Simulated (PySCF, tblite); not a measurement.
**B2F3H2Si radical: geometry, infrared bands and EPR parameters**

What infrared bands and EPR parameters should B2F3H2Si radical (`F[B][SiH2]B(F)F`) show?

Computed with tblite 0.8.0 and PySCF 2.14.0, with density-fitted response routines of our own, on a single molecule in the gas phase. Atoms count from 0, in the outputs and in this text.

### Step 1. The molecule as given

8 atoms, charge 0, multiplicity 2; geometry from: force field or distance geometry start.

Bonds of the start (Å): F0–B1 1.44, B1–Si2 1.95, Si2–B3 1.97, B3–F4 1.44, B3–F5 1.45, Si2–H6 1.45, Si2–H7 1.47.

### Step 2. Optimising the geometry with GFN2-xTB

Job settings and geometry (Å):

```
{"job": {"kind": "relax", "xc": "GFN2-xTB", "basis": "xTB"}, "charge": 0, "multiplicity": 2}
F      1.030700     2.064200    -0.516700
B      1.687000     0.880600    -0.022300
Si     0.536700    -0.673000     0.243100
B     -1.337800    -0.123600     0.004500
F     -1.899800    -0.393200    -1.296000
F     -1.695200     1.082000     0.731800
H      0.752700    -1.161200     1.595400
H      0.934800    -1.666400    -0.764300
```

The run is started by

```
$ OMP_NUM_THREADS=1 python probes_run.py task.json out
```

This one command runs all jobs of the session in turn.

Log:

```text
step      E/eV     max force
  0    -527.92475    4.265
  1    -528.58784    2.172
  2    -528.73100    3.041
  3    -528.84605    1.185
  4    -528.91386    0.521
  5    -528.94686    0.502
  6    -528.95872    0.397
  7    -528.97062    0.239
  8    -528.97545    0.252
  9    -528.98142    0.288
 10    -528.98541    0.223
 11    -528.99005    0.251
 12    -528.99445    0.244
 13    -528.99843    0.202
 14    -529.00129    0.202
 15    -529.00320    0.143
 16    -529.00472    0.138
 17    -529.00600    0.130
 18    -529.00751    0.171
 19    -529.01038    0.281
 20    -529.01528    0.368
 21    -529.02132    0.340
 22    -529.02616    0.197
 23    -529.02882    0.117
 24    -529.02996    0.114
 25    -529.03118    0.162
 26    -529.03267    0.161
 27    -529.03367    0.089
 28    -529.03410    0.071
 29    -529.03439    0.067
 30    -529.03473    0.086
 31    -529.03531    0.077
 32    -529.03553    0.041
 33    -529.03563    0.038
 34    -529.03572    0.039
 35    -529.03590    0.053
 36    -529.03618    0.067
 37    -529.03651    0.069
 38    -529.03675    0.055
 39    -529.03690    0.033
 40    -529.03702    0.036
 41    -529.03717    0.047
 42    -529.03738    0.059
 43    -529.03761    0.057
 44    -529.03782    0.038
 45    -529.03799    0.033
 46    -529.03810    0.022
 47    -529.03815    0.019
 48    -529.03819    0.018
 49    -529.03827    0.033
 50    -529.03840    0.047
 51    -529.03855    0.043
 52    -529.03865    0.021
 53    -529.03869    0.019
 54    -529.03871    0.017
 55    -529.03876    0.022
 56    -529.03884    0.038
 57    -529.03896    0.036
 58    -529.03906    0.037
 59    -529.03910    0.011
 60    -529.03911    0.002
```

It took 0.37 s on 1 thread of Arm Neoverse N1, shared host.

The steps of the relaxation: (not every step is listed)

```
step  energy from step 0 (eV)  largest force (eV/Å)
   0                   0.0000                4.2654
   1                  -0.6631                2.1721
   2                  -0.8062                3.0414
   3                  -0.9213                1.1847
   4                  -0.9891                0.5210
   5                  -1.0221                0.5021
   6                  -1.0340                0.3970
   7                  -1.0459                0.2394
   8                  -1.0507                0.2524
  12                  -1.0697                0.2444
  16                  -1.0800                0.1383
  20                  -1.0905                0.3677
  24                  -1.1052                0.1141
  28                  -1.1093                0.0714
  32                  -1.1108                0.0409
  36                  -1.1114                0.0665
  40                  -1.1123                0.0359
  44                  -1.1131                0.0381
  48                  -1.1134                0.0183
  52                  -1.1139                0.0205
  55                  -1.1140                0.0223
  56                  -1.1141                0.0380
  57                  -1.1142                0.0355
  58                  -1.1143                0.0368
  59                  -1.1143                0.0112
  60                  -1.1144                0.0022
```

Distances of close pairs at the start and the end, largest changes first:

```
  bond  before (Å)  after (Å)  change (Å)
 F0–B1       1.441      1.294      -0.146
 B3–F5       1.453      1.327      -0.125
 B3–F4       1.442      1.328      -0.115
B1–Si2       1.951      1.978      +0.027
Si2–H6       1.454      1.472      +0.018
Si2–H7       1.470      1.472      +0.002
Si2–B3       1.968      1.968      -0.000
```

The end geometry stands in the next job.

### Step 3. Vibrational analysis with GFN2-xTB

Job settings and geometry (Å):

```
{"job": {"kind": "ir", "xc": "GFN2-xTB", "basis": "xTB"}, "charge": 0, "multiplicity": 2}
F      1.383811     2.097967    -0.563084
B      1.717493     0.907527    -0.179756
Si     0.527136    -0.619486     0.226998
B     -1.339016    -0.071539    -0.072026
F     -1.928707    -0.093158    -1.261195
F     -2.068611     0.573275     0.830255
H      0.784913    -1.033327     1.615703
H      0.932038    -1.751847    -0.621460
```

Log:

```text
mode    cm-1     km/mol
  1      31.8      0.04
  2      62.2      0.16
  3      65.8      1.77
  4     182.9      4.36
  5     242.6      1.94
  6     369.1     36.57
  7     399.4     33.06
  8     416.2     11.55
  9     553.7     13.93
 10     583.3      0.59
 11     598.9      7.79
 12     660.7     89.39
 13     786.7    199.24
 14    1177.6    520.15
 15    1194.0    285.03
 16    1337.9    353.30
 17    2198.6    457.26
 18    2203.0    193.59
```

It took 0.24 s on 1 thread of Arm Neoverse N1, shared host.

The strongest bands and the atoms that carry them (share of the mass-weighted mode):

```
cm⁻¹  km/mol                       atoms
 369    36.6  Si2 40 %, F4 26 %, F5 26 %
 661    89.4  H7 44 %, H6 41 %, Si2 11 %
 787   199.2            H7 48 %, H6 48 %
1178   520.1   B3 65 %, F4 14 %, F5 14 %
1194   285.0   B3 71 %, F5 15 %, F4 14 %
1338   353.3            B1 62 %, F0 31 %
2199   457.3            H6 54 %, H7 42 %
2203   193.6            H7 55 %, H6 43 %
```

### Step 4. EPR parameters: B3LYP/pcH-1

Same as in step 3 but for these lines:

```diff
@@ -1,2 +1,2 @@
-{"job": {"kind": "ir", "xc": "GFN2-xTB", "basis": "xTB"}, "charge": 0, "multiplicity": 2}
+{"job": {"kind": "epr", "basis": "pcH-1"}, "charge": 0, "multiplicity": 2}
 F      1.383811     2.097967    -0.563084
```

With the program's defaults for keys left out, this is: UKS B3LYP, pcH-1 on B F H Si, non-relativistic, mean-field spin-orbit, GIAO.

Log:

```text
UKS, coarse grid
  cycle   1  E = -639.94099410  |g| = 5.56e-01
  cycle   2  E = -639.76538497  |g| = 9.68e-01
  cycle   3  E = -640.03896086  |g| = 5.56e-02
  cycle   4  E = -640.03963901  |g| = 4.40e-02
  cycle   5  E = -640.04022104  |g| = 6.03e-03
  cycle   6  E = -640.04024873  |g| = 3.00e-03
  cycle   7  E = -640.04025578  |g| = 8.62e-04
UKS, final grid
  cycle   1  E = -640.04020888  |g| = 1.06e-03
  cycle   2  E = -640.04020844  |g| = 1.65e-03
  cycle   3  E = -640.04020947  |g| = 1.75e-04
  cycle   4  E = -640.04020949  |g| = 5.56e-05
  cycle   5  E = -640.04020949  |g| = 1.82e-05
E = -640.04020949 Eh   <S^2> = 0.7537 (exact 0.7500)
g shifts (ppm)      1          2          3
  rmc          -146       -146       -146
  gc             27         16        -39
  oz_so       -6325        -41       2162
  total       -6444       -171       1977
hyperfine (MHz)  atom isotope    a_iso     a_fc   dipolar eigenvalues
    0   19F     190.77     191.83   -191.51   -157.52    349.02
    1   11B     391.75     391.97    -38.51    -35.83     74.35
    2  29Si    -134.72    -134.92    -31.25     13.31     17.94
    3   11B      57.45      57.47     -5.06     -3.98      9.04
    4   19F      21.68      21.70    -24.12    -14.29     38.41
    5   19F      21.81      21.84    -24.16    -14.34     38.50
    6    1H      -7.45      -7.45     -3.77     -1.45      5.23
    7    1H      -7.08      -7.07     -3.76     -1.46      5.22
```

It took 40 s on 1 thread of Arm Neoverse N1, shared host; peak memory 0.68 GiB.

Principal g values 1.99588, 2.00215, 2.00430; g(iso) = 2.00077, against 2.00232 for a free electron.

Hyperfine couplings; where a row names several nuclei, a(iso) is their mean (it holds for fast rotation or exchange) and the dipolar term the largest among them:

```
nuclei  isotope  a(iso) (MHz)  a(iso) (G, at g = 2.0023)  largest dipolar term (MHz)
    B1      11B         391.7                      139.8                        74.3
    F0      19F         190.8                       68.1                       349.0
   Si2     29Si        -134.7                      -48.1                       -31.3
    B3      11B          57.5                       20.5                         9.0
F4, F5      19F          21.7                        7.8                        38.5
H6, H7       1H          -7.3                       -2.6                         5.2
```

Mulliken spin populations:

```
atom  value (e)
  F0       0.03
  B1       0.82
 Si2       0.08
  B3       0.07
  F4       0.00
  F5       0.00
  H6      -0.01
  H7      -0.01
```

In first order the couplings over 0.8 MHz of 11B, 19F, 1H give 288 distinct lines over 569.6 G, if the averaged nuclei exchange fast; the same motion can average rows kept apart here too.

The fields below are evaluated on a grid from the run's orbitals.

ELF in a plane through or near 4 of the atoms.

Ten even steps from ' ' (0.00) to '@' (0.99):
```
                                                        
                                                        
                                                        
                                                        
                                                        
                  ..::----::::..                        
                  ::--==----::::::::::..                
                ..::::....  ..==####**::                
    --**####++====++..++--##..##@@%%==....              
  ..##@@@@@@@@@@%%@@##..::..==@@##........              
..--@@@@@@@@@@%%==##@@@@**++%%@@::++%%::::..            
..==@@@@@@@@@@::%%--**%%**==++**::  ..::..              
  ::%%%%####++====++++::            ..                  
    ::......--**%%**%%**..                              
          ..++%%##==%%%%==                              
          ..==**##%%##++::                              
            ..::----::..                                
                                                        
                                                        
                                                        
```
The map spans 9.1 Å across and 9.2 Å up, centred on the molecule. Atoms in the plane (x, y in Å): F0 (-1.6, -2.0), B1 (-1.8, -0.7), Si2 (-0.5, 0.7), B3 (1.3, -0.1).

On the surface of density 0.002 e/bohr³ the electrostatic potential runs, from the 1st to the 99th percentile, from -0.71 V near F4 to 1.92 V near B1.

The spin density lies nearest to B1 70 %; Si2 10 %; F0 9 %; B3 8 %.

### Step 5. Results

| quantity | value |
| --- | --- |
| strongest single infrared mode (GFN2-xTB) | 1178 cm⁻¹, 520 km/mol |
| zero-point energy (GFN2-xTB) | 18.7 kcal/mol |
| g(iso) (B3LYP) | 2.00077 |
| ⟨S²⟩ | 0.754 (exact 0.75) |
| largest a(iso) (averaged by class) | 11B on B1, 391.7 MHz |
| potential on the surface of density 0.002 e/bohr³, 1st and 99th percentile | -0.71 V and 1.92 V |

In words: Relaxing lowered the energy by 1.114 eV in 60 steps; the close pair that moved most is F0–B1, from 1.441 to 1.294 Å. No mode is imaginary among the 18: a minimum at this level. The strongest single mode, at 1178 cm⁻¹, moves mainly B3. Unscaled tight-binding wavenumbers are off by several per cent, some by more. Its intensities can rank the bands wrongly. Most of the unpaired spin sits on B1 (0.82 e). The isotropic g lies 1.5 ppt below the free-electron value. The conformer search found further structures of the same energy, which may be mirror or relabelled copies of this one.
